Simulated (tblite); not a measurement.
# C6H13BOS: the cost of one run

The runs use tblite 0.8.0 and PySCF 2.14.0, with density-fitted response routines of our own; the level of theory stands in each step. All values are computed, except where a source is named. Atoms are numbered from 0 throughout.

## 1. The starting structure

22 atoms, charge 0, multiplicity 1; geometry from: force field or distance geometry start.

Bonds of the start (Å): C0–C1 1.50, C1–S2 1.80, S2–B3 1.87, B3–C4 1.61, C4–C5 1.52, C5–C6 1.51, C6–O7 1.38, O7–C8 1.41, C6–C4 1.49, C0–H9 1.12, C0–H10 1.13, C0–H11 1.10, C1–H12 1.09, C1–H13 1.12, B3–H14 1.20, C4–H15 1.11, C5–H16 1.11, C5–H17 1.10, C6–H18 1.12, C8–H19 1.10, C8–H20 1.09, C8–H21 1.12.

## 2. Geometry optimisation with GFN2-xTB

The job: settings as JSON, then the geometry in Å.

```
{"job": {"kind": "relax", "xc": "GFN2-xTB", "basis": "xTB"}, "charge": 0, "multiplicity": 1}
C     -4.021900    -0.445100     0.328400
C     -3.388800     0.599000    -0.538700
S     -1.796200     1.189500     0.049700
B     -0.421800    -0.073100     0.018700
C      0.906200     0.405100     0.788500
C      1.631100     1.469000    -0.016000
C      2.253200     0.114800     0.225500
O      2.467600    -0.721500    -0.846700
C      3.759900    -1.262300    -0.692500
H     -4.931700    -0.801200    -0.213000
H     -4.427300     0.025700     1.275500
H     -3.425100    -1.340400     0.545800
H     -3.261300     0.187200    -1.540800
H     -4.102800     1.455200    -0.584700
H     -0.691900    -1.235900     0.171900
H      0.769100     0.530000     1.884000
H      1.252900     1.720600    -1.029400
H      1.985400     2.326900     0.581900
H      3.127800     0.153700     0.923900
H      4.539200    -0.480300    -0.658500
H      3.785800    -1.949800     0.148600
H      3.980300    -1.847700    -1.624400
```

Run with:

```sh
$ OMP_NUM_THREADS=1 python probes_run.py task.json out
```

The driver reads the jobs from task.json and runs them one after another.

Q: Estimate the wall time and peak memory of this first job on 1 thread of Intel Xeon at 2.50GHz, shared host.

About 5.4 s, with a peak of 0.18 GiB.
